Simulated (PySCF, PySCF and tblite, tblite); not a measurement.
# C₂H₇NOSi: a path driven as rotation about a bond, and NMR exchange

An exercise on one series of results from a longer session: the logs are not shown, and one member is left open.

Programs: PySCF 2.14.0 with density-fitted response routines of our own, and tblite 0.8.0. All values are computed, except where a source is named. Atoms count from 0 throughout.

## The starting structure

12 atoms, charge 0, multiplicity 1; geometry from: force field or distance geometry start.

Bonds of the start (Å): C0–H5 1.10, C0–H6 1.09, C0–H7 1.10, C0–N1 1.43, C2–O3 1.24, C2–Si4 1.90, N1–C2 1.38, N1–H8 1.03, Si4–H10 1.49, Si4–H11 1.49, Si4–H9 1.49.

The first run:

The job: settings as JSON, then the geometry in Å.

```
{"job": {"xc": "GFN2-xTB", "basis": "xTB", "kind": "relax"}, "charge": 0, "multiplicity": 1}
C     -2.063000    -0.129000    -0.125100
N     -0.700900    -0.280800     0.266700
C      0.322500     0.432900    -0.329200
O      0.133800     1.301400    -1.197600
Si     2.125800     0.095000     0.166500
H     -2.717900    -0.474300     0.686500
H     -2.245200    -0.729300    -1.020700
H     -2.280400     0.926800    -0.343500
H     -0.453700    -1.052300     0.899800
H      2.960200    -0.323500    -0.995500
H      2.762200     1.264200     0.825000
H      2.157800    -1.031900     1.141200
```

Launch:

```sh
$ OMP_NUM_THREADS=1 python ens_run.py task.json out
```

This one command runs the whole study; its stages follow in the order run.

Among the steps run: GFN2-xTB relaxation, start minimum; Relaxed scan, rotation; Nudged elastic band, leg 1; Saddle search, leg 1; Saddle search, other pyramid; DFT refinement, start: B3LYP-D3(BJ)/def2-SVP; DFT refinement, end: B3LYP-D3(BJ)/def2-SVP; Shieldings, start: PBE0/pcSseg-1; Shieldings, saddle of leg 1: PBE0/pcSseg-1; Shieldings, end: PBE0/pcSseg-1; Single-point energy: PBE0/pcSseg-1; Barriers, rates and exchange; Nudged elastic band, band settings drawn wide; Shieldings, start: PBE0/aug-pcSseg-1; Single-point energy, saddle of leg 1: PBE0/aug-pcSseg-1; Shieldings, end: PBE0/aug-pcSseg-1; Single-point energy: PBE0/aug-pcSseg-1; Second level: PBE0/aug-pcSseg-1 + D3(BJ).

One of the session's tables, all rows but one given; the rest of the session is left out.

Barriers by level (kcal/mol; entropies in cal/(mol K)). Zero-point and thermal terms come from xTB in every row. ΔG‡ leaves symmetry out; the rate counts equivalent paths (a factor of 2) and all 2 saddles; effective ΔG‡, where given, is the barrier that would give that rate by Eyring's equation alone:

| level | ΔE‡ | with zero-point | ΔH‡ | ΔG‡ (298 K) | ΔE of reaction |
| --- | --- | --- | --- | --- | --- |
| GFN2-xTB | 17.50 | 17.10 | 16.63 | 17.56 | 0.15 |
| B3LYP-D3(BJ)/def2-SVP | 20.87 | 20.47 | 20.00 | 20.93 | 2.87 |
| PBE0/pcSseg-1 + D3(BJ) | ? | ? | ? | ? | ? |
| PBE0/aug-pcSseg-1 + D3(BJ) | 20.64 | 20.24 | 19.77 | 20.70 | 2.63 |

Q: Estimate the row for PBE0/pcSseg-1 + D3(BJ) from the others.

**Answer.** ΔE‡: 21.15; with zero-point: 20.75; ΔH‡: 20.28; ΔG‡ (298 K): 21.21; ΔE of reaction: 3.37. In the column «ΔE‡» it is the highest.
